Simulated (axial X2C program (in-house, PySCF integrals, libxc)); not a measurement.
# WSi: bond curves with and without spin–orbit coupling

Aim: find the lowest determinant of WSi, scan the bond at several levels and fit the constants, once spin-free and once with spin–orbit coupling.

Method: all-electron X2C, W dyall-v3z, Si dyall-v3z; program: an in-house X2C program for linear molecules on PySCF integrals.

All values are calculated.

## 1. The job

Input file task.json:

```json
{"zs": [74, 14], "q": 0, "bas": ["dyall-v3z", "dyall-v3z"], "levels": ["PBE0", "HF", "r2SCAN", "B97-3"], "cc": false, "r0": 2.53, "npts": 10, "nst": 2, "ntry": 6}
```

Keys: zs atomic numbers; q charge; bas basis sets; levels methods (HF also brings MP2); cc coupled cluster on or off; r0 starting distance in Å; npts points asked for on the curve; nst determinants followed; ntry starts of the search.

Started as:

```
> python so2c.py task.json out
```

Spin-free means the one-electron spin-free X2C Hamiltonian; two-component (2c) means X2C with spin–orbit coupling and atomic mean-field two-electron Coulomb and Gaunt terms. Basis: W dyall-v3z contracted to [13s14p9d7f2g], Si dyall-v3z contracted to [8s7p2d1f]; Gaussian nuclei, density fitting. Masses: W 183.951 u, Si 27.977 u.

Notation: σ, π±, δ± give the projection m of an orbital's angular momentum (0, ±1, ±2), α and β its spin, Λ and M_S the sums; ω is the projection of a spinor's total angular momentum and Ω the sum. Logs are in hartree.

The results follow Hamiltonian by Hamiltonian and level by level.

## 2. Which state to follow

PBE0 moves the distance from 2.530 Å to 2.318 Å and compares determinants there.

Spin-free determinants:

```json
{"ΔE (eV)": "0.00", "state": "M_S = 2, Λ = 1", "open shells": "beyond closed shells: σα, π+α, π+β, π-α, δ+α, δ-α"}
{"ΔE (eV)": "0.46", "state": "M_S = 2, Λ = 0", "open shells": "beyond closed shells: 2 × σα, δ+α, δ-α"}
{"ΔE (eV)": "0.48", "state": "M_S = 1, Λ = 2", "open shells": "beyond closed shells: σα, δ+α"}
{"ΔE (eV)": "0.56", "state": "M_S = 1, Λ = 1", "open shells": "beyond closed shells: σα, π+α, π+β, π-β, δ+α, δ-α"}
{"ΔE (eV)": "0.57", "state": "M_S = 1, Λ = 0", "open shells": "beyond closed shells: δ+α, δ-α"}
{"ΔE (eV)": "0.85", "state": "M_S = 3, Λ = 1", "open shells": "beyond closed shells: σα, 2 × π+α, π-α, δ+α, δ-α"}
{"ΔE (eV)": "1.05", "state": "M_S = 2, Λ = 0", "open shells": "beyond closed shells: π+α, π-α, δ+α, δ-α"}
```

Two-component determinants:

| ΔE (eV) | state | open shells |
| --- | --- | --- |
| 0.00 | Ω = 3 | excess of +ω over −ω: ω = 1/2, ω = 5/2 |
| 0.08 | Ω = 1 | excess of +ω over −ω: ω = -3/2, ω = 5/2 |
| 0.24 | Ω = 1 | excess of +ω over −ω: ω = -1/2, ω = 3/2 |
| 0.50 | Ω = 2 | excess of +ω over −ω: 2 × ω = 1/2, ω = -3/2, ω = 5/2 |
| 0.52 | Ω = 0 | excess of +ω over −ω: ω = -1/2, 2 × ω = 3/2, ω = -5/2 |
| 0.99 | Ω = 4 | excess of +ω over −ω: ω = 3/2, ω = 5/2 |
| 1.14 | Ω = 0 | closed shell |

## 3. PBE0, spin-free

State followed: M_S = 2, Λ = 1 (beyond closed shells: σα, π+α, π+β, π-α, δ+α, δ-α). The scan is laid around 2.318 Å, a first estimate of the minimum, and this SCF restarts from the orbitals of the search.

The SCF at the reference distance of 2.318 Å:

```text
spin-free X2C-1e  PBE0
basis functions 213  fitting functions 1191  grid points 5081
iter        total energy     max residual
   1     -16433.451639426     1.03e-05
   2     -16433.451639432     1.47e-05
   3     -16433.451639438     1.05e-05
   4     -16433.451639441     3.66e-06
   5     -16433.451639445     1.57e-06
   6     -16433.451639445     1.21e-06
converged
one-electron -23028.01334697  Coulomb 6707.45368789  exact exchange -85.95230249  xc functional -263.44856074  nuclear repulsion 236.50888288
```

Along the bond, energies from the lowest point:

| R (Å) | E (eV) | μ (D) | HOMO (eV) | LUMO (eV) | iterations |
| --- | --- | --- | --- | --- | --- |
| 2.017 | 0.9830 | -2.43 | -5.67 | -3.74 | 15 |
| 2.109 | 0.3986 | -2.54 | -5.57 | -3.58 | 15 |
| 2.179 | 0.1543 | -2.59 | -5.43 | -3.49 | 14 |
| 2.248 | 0.0321 | -2.62 | -5.31 | -3.41 | 14 |
| 2.318 | 0.0000 | -2.62 | -5.23 | -3.35 | 6 |
| 2.399 | 0.0420 | -2.58 | -5.17 | -3.31 | 15 |
| 2.480 | 0.1425 | -2.51 | -5.14 | -3.28 | 15 |
| 2.585 | 0.3230 | -2.38 | -5.13 | -3.27 | 15 |
| 2.712 | 0.5850 | -2.17 | -5.15 | -3.27 | 15 |

Dipoles are positive if Si is the positive end.

Outer orbitals at the reference distance:

```csv
symmetry,occupied,ε (eV),atomic character
σα,yes,-12.05,"57% Si s, 15% W s, 15% W d"
σβ,yes,-12.00,"62% Si s, 12% W d, 12% W s"
σα,yes,-6.54,"55% W s, 20% Si p, 16% W d"
π+α,yes,-6.43,"74% W d, 20% Si p, 3% Si d"
π-α,yes,-6.43,"74% W d, 20% Si p, 3% Si d"
σα,yes,-6.28,"55% W d, 29% Si p, 9% Si s"
δ-α,yes,-6.03,99% W d
δ+α,yes,-6.03,99% W d
σβ,yes,-5.84,"60% Si p, 17% W s, 12% W d"
π+β,yes,-5.23,"56% Si p, 32% W d, 6% W p"
π-β,no,-3.35,"56% Si p, 32% W d, 6% W p"
π-α,no,-2.26,"43% W p, 36% Si p, 18% W d"
π+α,no,-2.26,"43% W p, 36% Si p, 18% W d"
σβ,no,-2.11,"54% W s, 25% W d, 12% W p"
```

PBE0 fields in the half plane through the axis: z from -2.4 to 4.5 Å across, distance from the axis 0.15 to 2.25 Å upwards; W lies at z = 0 and Si at z = 2.318 Å; the ELF is damped to zero where the density is low.

log10 density (e/bohr³). Ten even steps from '0' (-4.08 ) to '9' (1.80 ):
```
000111222222222211111000
001122222222222222221110
011222333333333333222111
112233344443333333332211
112334445444444444433221
122334556554444444443322
122345677765555665444322
123345689865555786544322
```

ELF. Ten even steps from ' ' (0.00 ) to '@' (0.97 ):
```
        ....::::::::::..................        
      ..::----------------::::::----==----::    
    ..::::--====================++********++::  
  ....::::----====----==++******##%%%%%%%%##++::
  ..::::::::--====----==**####**##%%@@@@@@%%##++
..::::::::::==++**++----**##++....==@@@@@@@@%%##
..::::::::--++==--==++--**##  ::==  ++@@@@@@@@%%
..::--::--++**++::++++==**++..%%****..@@@@@@@@%%
```

Re = 2.314 Å, ωe = 388 cm⁻¹, ωexe = 1.82 cm⁻¹, Be = 0.1296 cm⁻¹, De = 2.73 eV, μ = -2.62 D.

## 4. HF, spin-free

The SCF at the reference distance of 2.318 Å:

```text
spin-free X2C-1e  HF
basis functions 213  fitting functions 1191  grid points 5081
iter        total energy     max residual
   1     -16427.859986184     9.89e-01
   2     -16427.909735245     2.16e-02
   3     -16427.915149902     2.59e-02
   4     -16427.918873970     9.07e-03
   5     -16427.921555515     6.01e-03
   6     -16427.924043374     3.14e-03
   7     -16427.925017966     9.88e-04
   8     -16427.925312181     5.09e-04
   9     -16427.925418475     3.26e-04
  10     -16427.925444567     1.78e-04
  11     -16427.925453357     1.20e-04
  12     -16427.925456306     9.80e-05
  13     -16427.925458124     8.05e-05
  14     -16427.925459975     6.48e-05
  15     -16427.925460907     3.29e-05
  16     -16427.925461054     6.92e-06
  17     -16427.925461061     2.52e-06
  18     -16427.925461062     9.28e-07
converged
one-electron -23031.70432655  Coulomb 6711.41794107  exact exchange -344.14795846  xc functional 0.00000000  nuclear repulsion 236.50888288
```

No constants are quoted: too few points lie around the minimum for a second fit to confirm the first.

## 5. r2SCAN, spin-free

The SCF at the reference distance of 2.318 Å:

```text
spin-free X2C-1e  r2SCAN
basis functions 213  fitting functions 1191  grid points 5081
iter        total energy     max residual
   1     -16433.867616417     2.91e-01
   2     -16433.872071351     1.01e-02
   3     -16433.860462805     2.26e-02
   4     -16433.859965751     2.25e-02
   5     -16433.872915927     7.22e-04
   6     -16433.872932240     3.29e-04
   7     -16433.872938076     1.27e-04
   8     -16433.872941141     9.71e-05
   9     -16433.872942130     6.92e-05
  10     -16433.872942596     4.41e-05
  11     -16433.872942691     9.48e-06
  12     -16433.872942698     6.07e-06
  13     -16433.872942699     7.48e-07
converged
one-electron -23027.45927817  Coulomb 6706.89588060  exact exchange 0.00000000  xc functional -349.81842801  nuclear repulsion 236.50888288
```

Re = 2.308 Å, ωe = 403 cm⁻¹, ωexe = 1.87 cm⁻¹, Be = 0.1304 cm⁻¹, De = 2.72 eV, μ = -2.55 D.

## 6. B97-3, spin-free

The SCF at the reference distance of 2.318 Å:

```text
spin-free X2C-1e  B97-3
basis functions 213  fitting functions 1191  grid points 5081
iter        total energy     max residual
   1     -16433.284311404     9.33e-02
   2     -16433.284151206     7.14e-03
   3     -16433.281087257     1.74e-02
   4     -16433.286404968     5.18e-03
   5     -16433.287200123     1.15e-03
   6     -16433.287232473     7.67e-04
   7     -16433.287248003     2.66e-04
   8     -16433.287250737     1.97e-04
   9     -16433.287252210     3.91e-05
  10     -16433.287252646     2.28e-05
  11     -16433.287252710     8.63e-06
  12     -16433.287252716     2.12e-06
  13     -16433.287252717     1.52e-06
converged
one-electron -23028.20914689  Coulomb 6707.64503063  exact exchange -92.58118298  xc functional -256.65083636  nuclear repulsion 236.50888288
```

Re = 2.322 Å, ωe = 388 cm⁻¹, ωexe = 1.83 cm⁻¹, Be = 0.1288 cm⁻¹, De = 3.16 eV, μ = -2.35 D.

## 7. Correlated methods, spin-free

Correlated methods: 24 electrons correlated (frozen shells, counted by type: W 5 s, 4 p, 2 d; Si 2 s, 1 p), 268 virtual spinors in MP2.

MP2: No constants are quoted: the reference is strongly spin-contaminated.

## 8. A higher determinant, spin-free

State: M_S = 2, Λ = 0 (beyond closed shells: 2 × σα, δ+α, δ-α).

Output at the reference distance:

```text
spin-free X2C-1e  PBE0
basis functions 213  fitting functions 1191  grid points 5081
iter        total energy     max residual
   1     -16433.434893174     7.17e-06
   2     -16433.434893177     6.60e-06
   3     -16433.434893178     3.97e-06
converged
one-electron -23028.38808660  Coulomb 6707.88599259  exact exchange -85.96767419  xc functional -263.47400785  nuclear repulsion 236.50888288
```

| R (Å) | E above the lowest PBE0 point (eV) |
| --- | --- |
| 2.017 | 0.843 |
| 2.109 | 0.512 |
| 2.179 | 0.414 |
| 2.248 | 0.405 |
| 2.318 | 0.456 |
| 2.399 | 0.565 |
| 2.480 | 0.708 |
| 2.585 | 0.914 |
| 2.712 | 1.174 |

Re = 2.222 Å, ωe = 402 cm⁻¹, ωexe = 2.28 cm⁻¹, Be = 0.1406 cm⁻¹, μ = -2.36 D. ⟨S²⟩ = 6.61 against 6.00 for a pure state, so this determinant mixes spins. Te = 0.40 eV.

## 9. The spin-free curves together

Energy (eV) of the followed determinant, spin-free, from each level's lowest point:

| R (Å) | PBE0 | HF | MP2 (spin-contaminated) | r2SCAN | B97-3 |
| --- | --- | --- | --- | --- | --- |
| 2.017 | 0.983 | 1.855 | 0.801 | 0.976 | 1.033 |
| 2.109 | 0.399 | 1.102 | 0.308 | 0.391 | 0.430 |
| 2.179 | 0.154 | 0.714 | 0.109 | 0.147 | 0.173 |
| 2.248 | 0.032 | 0.438 | 0.016 | 0.027 | 0.040 |
| 2.318 | 0.000 | 0.247 | 0.000 | 0.000 | 0.000 |
| 2.399 | 0.042 | 0.105 | 0.048 | 0.051 | 0.035 |
| 2.480 | 0.142 | 0.029 | 0.143 | 0.164 | 0.131 |
| 2.585 | 0.323 | 0.000 | 0.305 | 0.362 | 0.309 |
| 2.712 | 0.585 | 0.032 | 0.540 | 0.643 | 0.570 |

## 10. PBE0, 2c

State followed: Ω = 3 (excess of +ω over −ω: ω = 1/2, ω = 5/2). The scan is laid around 2.318 Å, a first estimate of the minimum, and this SCF restarts from the orbitals of the search.

The SCF at the reference distance of 2.318 Å:

```text
two-component X2C + atomic mean field  PBE0
basis functions 213  fitting functions 1191  grid points 5081
iter        total energy     max residual
   1     -16432.159320041     8.22e-06
   2     -16432.159320043     9.18e-06
   3     -16432.159320045     5.35e-06
   4     -16432.159320047     2.65e-06
converged
one-electron -23010.02925789  Coulomb 6704.72586482  exact exchange -85.92123353  xc functional -263.39963159  nuclear repulsion 236.50888288  atomic mean-field constant -14.04394473
```

Along the bond, energies from the lowest point:

| R (Å) | E (eV) | μ (D) | HOMO (eV) | LUMO (eV) | iterations |
| --- | --- | --- | --- | --- | --- |
| 2.017 | 0.9210 | -2.41 | -5.64 | -3.65 | 19 |
| 2.109 | 0.3672 | -2.50 | -5.61 | -3.50 | 16 |
| 2.179 | 0.1367 | -2.55 | -5.46 | -3.41 | 15 |
| 2.248 | 0.0245 | -2.57 | -5.34 | -3.35 | 14 |
| 2.318 | 0.0000 | -2.57 | -5.26 | -3.30 | 4 |
| 2.399 | 0.0488 | -2.54 | -5.19 | -3.27 | 15 |
| 2.480 | 0.1543 | -2.47 | -5.16 | -3.25 | 15 |
| 2.585 | 0.3395 | -2.34 | -5.15 | -3.24 | 15 |
| 2.712 | 0.6049 | -2.13 | -5.17 | -3.26 | 15 |

Dipoles are positive if Si is the positive end.

Outer spinors at the reference distance:

| ω | occupied | ε (eV) | atomic character | λ mixture |
| --- | --- | --- | --- | --- |
| 7/2 | yes | -35.32 | 100% W f | 100% φ |
| 5/2 | yes | -35.30 | 100% W f | 80% δ, 20% φ |
| 3/2 | yes | -35.29 | 100% W f | 64% π, 36% δ |
| 1/2 | yes | -35.25 | 100% W f | 50% π, 50% σ |
| -1/2 | yes | -35.20 | 100% W f | 64% σ, 36% π |
| -3/2 | yes | -35.15 | 100% W f | 76% π, 24% δ |
| -5/2 | yes | -35.08 | 100% W f | 88% δ, 12% φ |
| -7/2 | yes | -34.95 | 100% W f | 100% φ |
| 1/2 | yes | -12.04 | 57% Si s, 15% W d, 15% W s | 100% σ |
| -1/2 | yes | -12.00 | 62% Si s, 12% W d, 12% W s | 100% σ |
| -1/2 | yes | -6.54 | 74% W d, 20% Si p, 3% Si d | 96% π, 4% σ |
| 1/2 | yes | -6.53 | 55% W s, 18% W d, 18% Si p | 99% σ, 1% π |
| -3/2 | yes | -6.32 | 99% W d | 98% δ, 2% π |
| 1/2 | yes | -6.30 | 52% W d, 31% Si p, 9% Si s | 98% σ, 2% π |
| 3/2 | yes | -6.30 | 73% W d, 21% Si p, 3% Si d | 100% π |
| -1/2 | yes | -5.83 | 60% Si p, 17% W s, 13% W d | 97% σ, 3% π |
| 5/2 | yes | -5.73 | 99% W d | 100% δ |
| 1/2 | yes | -5.26 | 54% Si p, 33% W d, 6% W p | 97% π, 3% σ |
| -3/2 | no | -3.30 | 56% Si p, 32% W d, 6% W p | 98% π, 2% δ |
| -1/2 | no | -2.41 | 45% W p, 35% Si p, 17% W d | 98% π, 2% σ |
| 3/2 | no | -2.15 | 40% W p, 36% Si p, 19% W d | 99% π, 1% δ |
| -1/2 | no | -2.13 | 54% W s, 25% W d, 13% W p | 99% σ, 1% π |

PBE0 fields in the half plane through the axis: z from -2.4 to 4.5 Å across, distance from the axis 0.15 to 2.25 Å upwards; W lies at z = 0 and Si at z = 2.318 Å; the ELF is damped to zero where the density is low.

log10 density (e/bohr³). Ten even steps from '0' (-4.07 ) to '9' (1.80 ):
```
000111222222222211111000
001122222222222222221110
011222333333333333222111
112233344443333333332211
112334445444444444433221
122334556554444444443322
122345677765555665444322
123345689865555786544322
```

ELF. Ten even steps from '0' (0.00 ) to '9' (0.97 ):
```
000011222221111111110000
000123333333322233333200
001223444444444456666520
011223344334566678888752
012222344334677678999875
122222456533675114999987
122223543453670240599998
123235652554651866199998
```

Re = 2.307 Å, ωe = 390 cm⁻¹, ωexe = 1.88 cm⁻¹, Be = 0.1305 cm⁻¹, De = 2.77 eV, μ = -2.57 D.

## 11. HF, 2c

The SCF at the reference distance of 2.318 Å:

```text
two-component X2C + atomic mean field  HF
basis functions 213  fitting functions 1191  grid points 5081
iter        total energy     max residual
   1     -16426.523389051     9.85e-01
   2     -16426.573638956     2.15e-02
   3     -16426.579276954     2.57e-02
   4     -16426.583074419     9.39e-03
   5     -16426.585937153     6.37e-03
   6     -16426.588671809     3.52e-03
   7     -16426.589797715     1.16e-03
   8     -16426.590154772     5.71e-04
   9     -16426.590288934     3.23e-04
  10     -16426.590322949     2.11e-04
  11     -16426.590335675     1.13e-04
  12     -16426.590339838     8.32e-05
  13     -16426.590342168     7.10e-05
  14     -16426.590344224     5.67e-05
  15     -16426.590345424     3.66e-05
  16     -16426.590345996     3.12e-05
  17     -16426.590346277     2.80e-05
  18     -16426.590346523     2.23e-05
  19     -16426.590346723     1.79e-05
  20     -16426.590346873     1.41e-05
  21     -16426.590346930     1.21e-05
  22     -16426.590347000     9.11e-06
  23     -16426.590347061     5.31e-06
  24     -16426.590347092     4.40e-06
  25     -16426.590347099     3.87e-06
  26     -16426.590347102     1.86e-06
  27     -16426.590347103     1.15e-06
converged
one-electron -23013.67795475  Coulomb 6708.65005413  exact exchange -344.02738462  xc functional 0.00000000  nuclear repulsion 236.50888288  atomic mean-field constant -14.04394473
```

No constants are quoted: too few points lie around the minimum for a second fit to confirm the first.

## 12. r2SCAN, 2c

The SCF at the reference distance of 2.318 Å:

```text
two-component X2C + atomic mean field  r2SCAN
basis functions 213  fitting functions 1191  grid points 5081
iter        total energy     max residual
   1     -16432.525674696     2.90e-01
   2     -16432.530650995     1.02e-02
   3     -16432.517675928     2.36e-02
   4     -16432.516952235     2.36e-02
   5     -16432.531500400     7.57e-04
   6     -16432.531519116     3.62e-04
   7     -16432.531525752     1.15e-04
   8     -16432.531529240     9.62e-05
   9     -16432.531530272     7.43e-05
  10     -16432.531530832     4.06e-05
  11     -16432.531530951     1.45e-05
  12     -16432.531530962     6.80e-06
  13     -16432.531530964     1.09e-06
converged
one-electron -23009.45849393  Coulomb 6704.15172451  exact exchange 0.00000000  xc functional -349.68969968  nuclear repulsion 236.50888288  atomic mean-field constant -14.04394473
```

Re = 2.300 Å, ωe = 406 cm⁻¹, ωexe = 1.91 cm⁻¹, Be = 0.1312 cm⁻¹, De = 2.77 eV, μ = -2.50 D.

## 13. B97-3, 2c

Output at 2.318 Å:

```text
two-component X2C + atomic mean field  B97-3
basis functions 213  fitting functions 1191  grid points 5081
iter        total energy     max residual
   1     -16431.990177209     9.55e-02
   2     -16431.990694874     5.81e-03
   3     -16431.987773610     1.56e-02
   4     -16431.992248042     4.58e-03
   5     -16431.992879559     1.25e-03
   6     -16431.992904994     6.82e-04
   7     -16431.992918786     2.72e-04
   8     -16431.992922429     2.05e-04
   9     -16431.992924825     4.53e-05
  10     -16431.992925508     2.45e-05
  11     -16431.992925592     1.12e-05
  12     -16431.992925609     3.46e-06
  13     -16431.992925612     1.77e-06
  14     -16431.992925612     5.91e-07
converged
one-electron -23010.24835986  Coulomb 6704.94023316  exact exchange -92.54761973  xc functional -256.60211733  nuclear repulsion 236.50888288  atomic mean-field constant -14.04394473
```

Re = 2.314 Å, ωe = 389 cm⁻¹, ωexe = 1.88 cm⁻¹, Be = 0.1296 cm⁻¹, De = 3.17 eV, μ = -2.33 D.

## 14. MP2, 2c

Correlated methods: 24 electrons correlated (frozen shells, counted by type: W 5 s, 4 p, 2 d; Si 2 s, 1 p), 268 virtual spinors in MP2.

MP2: No constants are quoted: the reference is strongly spin-contaminated.

## 15. A higher determinant, 2c

State: Ω = 1 (excess of +ω over −ω: ω = -3/2, ω = 5/2).

Output at the reference distance:

```text
two-component X2C + atomic mean field  PBE0
basis functions 213  fitting functions 1191  grid points 5081
iter        total energy     max residual
   1     -16432.156211527     2.87e-06
   2     -16432.156211529     2.79e-06
   3     -16432.156211530     2.72e-06
converged
one-electron -23009.98867800  Coulomb 6704.69224131  exact exchange -85.92299209  xc functional -263.40172089  nuclear repulsion 236.50888288  atomic mean-field constant -14.04394473
```

| R (Å) | E above the lowest PBE0 point (eV) |
| --- | --- |
| 2.017 | 1.066 |
| 2.109 | 0.492 |
| 2.179 | 0.247 |
| 2.248 | 0.122 |
| 2.318 | 0.085 |
| 2.399 | 0.120 |
| 2.480 | 0.214 |
| 2.585 | 0.388 |
| 2.712 | 0.643 |

Re = 2.320 Å, ωe = 381 cm⁻¹, ωexe = 1.72 cm⁻¹, Be = 0.129 cm⁻¹, μ = -2.62 D. Te = 0.09 eV.

## 16. The 2c curves together

Energy (eV) of the followed determinant, 2c, from each level's lowest point:

| R (Å) | PBE0 | HF | MP2 (spin-contaminated) | r2SCAN | B97-3 |
| --- | --- | --- | --- | --- | --- |
| 2.017 | 0.921 | 1.812 | 0.780 | 0.925 | 0.948 |
| 2.109 | 0.367 | 1.072 | 0.296 | 0.362 | 0.392 |
| 2.179 | 0.137 | 0.692 | 0.101 | 0.130 | 0.153 |
| 2.248 | 0.024 | 0.422 | 0.012 | 0.019 | 0.032 |
| 2.318 | 0.000 | 0.236 | 0.000 | 0.000 | 0.000 |
| 2.399 | 0.049 | 0.098 | 0.052 | 0.059 | 0.042 |
| 2.480 | 0.154 | 0.026 | 0.149 | 0.178 | 0.143 |
| 2.585 | 0.339 | 0.000 | 0.313 | 0.381 | 0.325 |
| 2.712 | 0.605 | 0.035 | 0.549 | 0.668 | 0.590 |

The whole job took 6.7 min on 1 thread of Arm Neoverse N1, shared host; peak memory 0.45 GiB.

## 17. What came out

Lowest determinant that the search found at its distance, spin-free: M_S = 2, Λ = 1 (beyond closed shells: σα, π+α, π+β, π-α, δ+α, δ-α).

Lowest determinant that the search found at its distance, 2c: Ω = 3 (excess of +ω over −ω: ω = 1/2, ω = 5/2).

```json
{"Hamiltonian": "spin-free", "level": "PBE0", "Re (Å)": "2.314", "ωe (cm⁻¹)": "388", "De (eV)": "2.73", "μ (D)": "-2.62"}
{"Hamiltonian": "spin-free", "level": "r2SCAN", "Re (Å)": "2.308", "ωe (cm⁻¹)": "403", "De (eV)": "2.72", "μ (D)": "-2.55"}
{"Hamiltonian": "spin-free", "level": "B97-3", "Re (Å)": "2.322", "ωe (cm⁻¹)": "388", "De (eV)": "3.16", "μ (D)": "-2.35"}
{"Hamiltonian": "2c", "level": "PBE0", "Re (Å)": "2.307", "ωe (cm⁻¹)": "390", "De (eV)": "2.77", "μ (D)": "-2.57"}
{"Hamiltonian": "2c", "level": "r2SCAN", "Re (Å)": "2.300", "ωe (cm⁻¹)": "406", "De (eV)": "2.77", "μ (D)": "-2.50"}
{"Hamiltonian": "2c", "level": "B97-3", "Re (Å)": "2.314", "ωe (cm⁻¹)": "389", "De (eV)": "3.17", "μ (D)": "-2.33"}
```

Dipoles are positive if Si is the positive end. No constants: spin-free HF (too few points lie around the minimum for a second fit to confirm the first); spin-free MP2 (the reference is strongly spin-contaminated); 2c HF (too few points lie around the minimum for a second fit to confirm the first); 2c MP2 (the reference is strongly spin-contaminated).

Time per point (s) on 1 thread of Arm Neoverse N1, shared host (2c runs); the times are rough: PBE0 2.4, r2SCAN 1.8, B97-3 2.6.

What this shows: At PBE0, going from spin-free to two-component changes Re by -7 mÅ, ωe by +0.5 %, which is small (part of it comes from the scalar share of the two-electron terms). It costs about 1.5 times the time. De moves by +0.04 eV; both De rest on single-determinant atoms, which can miss part of an open shell's spin–orbit lowering.

De refers to W + Si, each in the lowest determinant found, which need not be this curve's own limit. Each curve is one determinant whose occupation by symmetry is held fixed; it was picked as the lowest of a PBE0 search that is not exhaustive. De is counted from the lowest determinant-based energies of the atoms at the same level, without counterpoise correction. Density functionals use the spin component along the axis (collinear). The meta-GGAs lack a current-density term, which matters for open shells with orbital currents, atoms included. With several unpaired electrons one determinant need not be a pure state. The spin-free determinant is spin-contaminated at some levels.
